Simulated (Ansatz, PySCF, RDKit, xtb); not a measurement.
# Which structure has the formula GaSi2H7?

Only the formula GaSi2H7 is given. Aim: find the structure of lowest free energy at 298.15 K, then its properties.

Plan: many cheap relaxations first (GFN2-xTB), then density-functional screening, relaxation at r2SCAN-D4/def2-SVP, vibrations and a final energy. The numbers are computed, not measured.

9 further runs of the same task are left out: 2 for a known fault of the program, 7 set aside as unsound or not needed.

## (1) Candidates

A program enumerates the bonding patterns with one Lewis structure each (two rings at most, one unusual centre or charged pair), with their diastereomers. O–O, O–halogen and N–halogen bonds and N–N–N chains are not drawn. That gives 4 candidates.

| label | SMILES | spin |
| --- | --- | --- |
| c066 | [SiH2+][GaH2-][SiH3] | singlet |
| c114 | [SiH3][SiH2][GaH2] | singlet |
| c594 | [SiH3][SiH+][GaH3-] | singlet |

Candidates are built by distance geometry, with a force field where one applies, in up to four conformers (letters a to d). 9 starts with atoms placed at random are added, to find patterns that the rules miss.

**Question.** With final energies at CCSD(T)/def2-TZVP, which structure will this search put lowest in free energy, and by what margin?

| quantity | value |
| --- | --- |
| lowest structure found | [SiH3][SiH2][GaH2], singlet, Cs |
| next finalist | [GaH].[SiH3][SiH3] ‡, singlet, 19.8 kcal/mol higher in G |
| share at equilibrium, among the finalists | 100.0 % |
| harmonic wavenumbers, lowest and highest (r2SCAN-D4/def2-SVP) | 68 and 2218 cm⁻¹ |
| rotational constants, same geometry | 0.2747, 0.04672, 0.04183 cm⁻¹ |
| dipole moment (PBE0/def2-TZVPD) | 0.27 D |
| HOMO energy (PBE0/def2-TZVPD) | -7.48 eV |
| LUMO energy (PBE0/def2-TZVPD) | -2.23 eV |
| HOMO–LUMO gap (PBE0/def2-TZVPD) | 5.25 eV |
| lowest excitation (TD-PBE0/def2-SVPD) | 4.06 eV (f = 0.023) |
| strongest of the states computed, same level | 6.75 eV (f = 0.166) |
| lowest triplet excitation, same level, Tamm-Dancoff | 3.42 eV |
| vertical ionisation energy | 9.29 eV |
| vertical electron affinity | 0.74 eV |
| vertical triplet less singlet | +3.40 eV |

The search ends on `[SiH3][SiH2][GaH2]`. Among the finalists first place is clear (19.8 kcal/mol); structures outside the list aren't covered. r2SCAN-D4/def2-SVP, relaxed, HF/def2-TZVP and MP2/def2-TZVP already put its bonding pattern lowest among the structures in one piece. Lowest found is not proven lowest: the search is finite, and each finalist counts with one conformer. Patterns outside the rules of the enumeration were met only by chance. The lowest isomer need not be the one that is made and kept in a bottle, which depends on barriers.

‡ marks the bonded skeleton alone, with all bonds drawn single: no Lewis structure was assigned that passes a check against the bond lengths.
